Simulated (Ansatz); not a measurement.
# NOF (nitrosyl fluoride) at CCSDTQ/STO-3G

Aim: the electronic atomisation energy of NOF (nitrosyl fluoride) at CCSDTQ/STO-3G, from 4 runs. 

Program for the calculation: Ansatz 0.2.0.

63 further runs of the same task are left out: 16 that didn't finish, 47 set aside as unsound or not needed.

## Step 1: The molecule

NOF has 3 atoms, charge 0, and is taken as a singlet. As SMILES, `O=NF`. The coordinates come from a PBE0-D4/def2-TZVP relaxation.

Bond lengths: O1–N2 1.127 Å, N2–F3 1.483 Å. Angles: O1–N2–F3 110.4°.

## Step 2: The energy at CCSDTQ/STO-3G

molecule.yaml

```yaml
crystal:
  periodic: [false, false, false]
  atoms:
    - {symbol: O, position_ang: [0.868350, 0.242970, 0.504740]}
    - {symbol: "N", position_ang: [0.148930, -0.482540, 0.029910]}
    - {symbol: F, position_ang: [-1.017290, 0.239580, -0.534650]}
basis:
  gaussian: {orbitals: STO-3G}
correlation: {method: ccsdtq, frozen_orbitals: {F: 1, "N": 1, O: 1}}
accuracy: high
scf: {omitted_lower_state_checks: [cluster_reference, increment]}
```

Run with:

```sh
$ ansatz run molecule.yaml --threads 1 --pin off --max-ram 3480MiB --events-out events.jsonl --progress --plain --runs-dir runs
```

The program printed:

```text
Warning: RAYON_NUM_THREADS=1 ignored (pool sized by the plan → 1); use --threads N
[... 11 lines left out ...]
3 core orbitals not correlated: weight in the atoms' cores, before any rotation towards them, 1.000 or more for the frozen orbitals, at most 0.000 for the correlated occupied ones
[... 40 lines left out ...]
Total energy: -6141.11932938 eV, -225.6819727547 hartree
Checks for a lower state left out: cluster_reference, increment
```

It took 16 s on 1 thread of Intel Xeon Platinum 8488C (Sapphire Rapids), shared host; peak memory 0.5 GiB.

## Step 3: The F atom, same level

input.yaml

```yaml
crystal:
  periodic: [false, false, false]
  atoms:
    - {symbol: F, position_ang: [0.000000, 0.000000, 0.000000]}
basis:
  gaussian: {orbitals: STO-3G}
magnetization: {spin_polarized: true, initial_magnetization: 1}
correlation: {method: ccsdtq, frozen_orbitals: {F: 1}}
scf: {omitted_lower_state_checks: [cluster_reference, increment]}
accuracy: high
```

Run the same way, it converges to -97.98651 Eh (log not shown).

## Step 4: The N atom

in.yaml

```yaml
crystal:
  periodic: [false, false, false]
  atoms:
    - symbol: N
      position_ang: [0.000000, 0.000000, 0.000000]
basis:
  gaussian:
    orbitals: STO-3G
magnetization:
  spin_polarized: true
  initial_magnetization: 3
correlation:
  method: ccsdtq
  frozen_orbitals: {"N": 1}
accuracy: high
scf:
  omitted_lower_state_checks: [cluster_reference, increment]
```

Run the same way, it converges to -53.71901 Eh (log not shown).

## Step 5: The O atom at the same level

job.yaml

```yaml
crystal:
  periodic: [false, false, false]
  atoms:
    - {symbol: O, position_ang: [0.000000, 0.000000, 0.000000]}
basis:
  gaussian: {orbitals: STO-3G}
magnetization: {spin_polarized: true, initial_magnetization: 2}
correlation: {method: ccsdtq, frozen_orbitals: {O: 1}}
accuracy: high
scf: {omitted_lower_state_checks: [cluster_reference, increment]}
```

Run the same way, it converges to -73.80415 Eh (log not shown).

## Step 6: What came out

Level: CCSDTQ/STO-3G, 3 core orbitals frozen.

| quantity | value |
| --- | --- |
| molecule: total energy | -225.68197 Eh |
| molecule: correlation energy (3 core orbitals frozen) | -183.6 mEh |
| molecule: T1 diagnostic | 0.026 |
| F atom: total energy | -97.98651 Eh |
| F atom: correlation energy (1 core orbital frozen) | 0.0 mEh |
| F atom: ⟨S²⟩ of the reference determinant | 0.750 |
| F atom: T1 diagnostic | 0.000 |
| N atom: total energy | -53.71901 Eh |
| N atom: correlation energy (1 core orbital frozen) | 0.0 mEh |
| N atom: ⟨S²⟩ of the reference determinant | 3.750 |
| N atom: T1 diagnostic | 0.000 |
| O atom: total energy | -73.80415 Eh |
| O atom: correlation energy (1 core orbital frozen) | 0.0 mEh |
| O atom: ⟨S²⟩ of the reference determinant | 2.000 |
| O atom: T1 diagnostic | 0.000 |
| electronic atomisation energy | 4.689 eV |

What this shows: Taking the molecule apart into free atoms costs 4.69 eV (452 kJ/mol), before zero-point energy and without spin-orbit coupling. In a minimal basis such a difference can be off by several eV, whatever the method. The restricted solution (molecule) is unstable to spin breaking: an unrestricted one lies lower.
